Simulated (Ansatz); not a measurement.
# CH6Sn: one species, many methods

The task here is to estimate one member of a computed series from the others.

Method: functionals in def2-TZVPP, the program's frozen cores in correlated methods; program: Ansatz 0.2.0, Gaussian basis.

Plan: LDA (SPW92), PBE-D4, revPBE-D4, BLYP-D4, r2SCAN-D4, B97M-V, PBE0-D4, B3LYP-D4, r2SCANh-D4, r2SCAN0-D4, HSE06-D4, BHLYP-D4, CAM-B3LYP-D4, LC-ωPBE, ωB97X-V, ωB97M-V, B2PLYP, PBE-QIDH; CCSD(T)/def2-SVP; CCSD(T)/def2-TZVPP; MP2/def2-QZVPP; extrapolation to the limit; RPA on PBE.

### The relaxed structure

The geometry comes from an earlier relaxation with PBE0-D4 in a triple-zeta def2 set; it is a stationary point, not always the lowest conformer. Sn takes the def2 core potential; no spin-orbit term is included.

SMILES `[CH3][SnH3]`, 8 atoms, charge 0, spin multiplicity 1.

Atoms are counted from 1 here; the program's logs count them from 0.

Bond lengths: C1–Sn2 2.140 Å, C1–H3 1.090 Å, C1–H4 1.090 Å, C1–H5 1.090 Å, Sn2–H6 1.709 Å, Sn2–H7 1.709 Å, Sn2–H8 1.709 Å. Angles: Sn2–C1–H3 110.0°, Sn2–C1–H4 110.0°, Sn2–C1–H5 110.0°, H3–C1–H4 109.0°, H3–C1–H5 109.0°, H4–C1–H5 109.0°, C1–Sn2–H6 110.1°, C1–Sn2–H7 110.1°, C1–Sn2–H8 110.1°, H6–Sn2–H7 108.8°, H6–Sn2–H8 108.8°, H7–Sn2–H8 108.8°.

The first run:

The input, in.yaml:

```yaml
crystal:
  periodic: [false, false, false]
  atoms:
    - {symbol: C, position_ang: [1.094459, 0.367391, -0.110629]}
    - {symbol: Sn, position_ang: [-0.919357, -0.329068, 0.082127]}
    - {symbol: H, position_ang: [1.300518, 0.627717, -1.148804]}
    - {symbol: H, position_ang: [1.789320, -0.411191, 0.204039]}
    - {symbol: H, position_ang: [1.244608, 1.249150, 0.512261]}
    - {symbol: H, position_ang: [-2.012033, 0.886774, -0.417452]}
    - {symbol: H, position_ang: [-1.156729, -1.716411, -0.887787]}
    - {symbol: H, position_ang: [-1.248687, -0.731462, 1.710444]}
basis:
  gaussian: {orbitals: def2-TZVPP}
hamiltonian: {xc: lda}
output: {orbitals: {seedname: orbitals}}
```

Steps of the session up to this table: LDA; PBE-D4 (GGA); revPBE-D4 (GGA); BLYP-D4 (GGA); r2SCAN-D4 (meta-GGA); B97M-V (meta-GGA); PBE0-D4 (hybrid); B3LYP-D4 (hybrid); r2SCANh-D4 (hybrid); r2SCAN0-D4 (hybrid); HSE06-D4 (hybrid); BHLYP-D4 (hybrid); CAM-B3LYP-D4 (range-separated); LC-ωPBE-D4 (range-separated; the results give it without D4); ωB97X-V (range-separated); ωB97M-V (range-separated); B2PLYP (double hybrid); PBE-QIDH (double hybrid).

One table of the session follows, with a row left open; its other results are not shown here.

It belongs to the step «Frontier levels by functional». 

| functional | HOMO (eV) | LUMO (eV) | gap (eV) |
| --- | --- | --- | --- |
| LDA (SPW92) | -7.37 | -0.58 | 6.79 |
| PBE-D4 | -7.23 | -0.44 | 6.79 |
| revPBE-D4 | -7.18 | -0.38 | 6.80 |
| BLYP-D4 | -7.09 | -0.42 | 6.67 |
| r2SCAN-D4 | -7.48 | 0.08 | 7.56 |
| B97M-V | -7.55 | -0.34 | 7.21 |
| PBE0-D4 | -8.41 | 0.28 | 8.68 |
| B3LYP-D4 | -8.19 | 0.00 | 8.19 |
| r2SCANh-D4 | -7.92 | 0.31 | 8.23 |
| r2SCAN0-D4 | -8.58 | 0.63 | 9.20 |
| HSE06-D4 | -8.01 | -0.08 | 7.93 |
| BHLYP-D4 | -9.47 | 0.85 | 10.32 |
| CAM-B3LYP-D4 | -9.73 | 1.01 | 10.74 |
| LC-ωPBE | ? | ? | ? |
| ωB97X-V | -10.73 | 1.95 | 12.68 |
| ωB97M-V | -10.59 | 1.53 | 12.12 |

**Question.** Estimate the row for LC-ωPBE.

The run gave: HOMO (eV): -11.10; LUMO (eV): 2.09; gap (eV): 13.19. In the column «HOMO (eV)» it is the lowest.
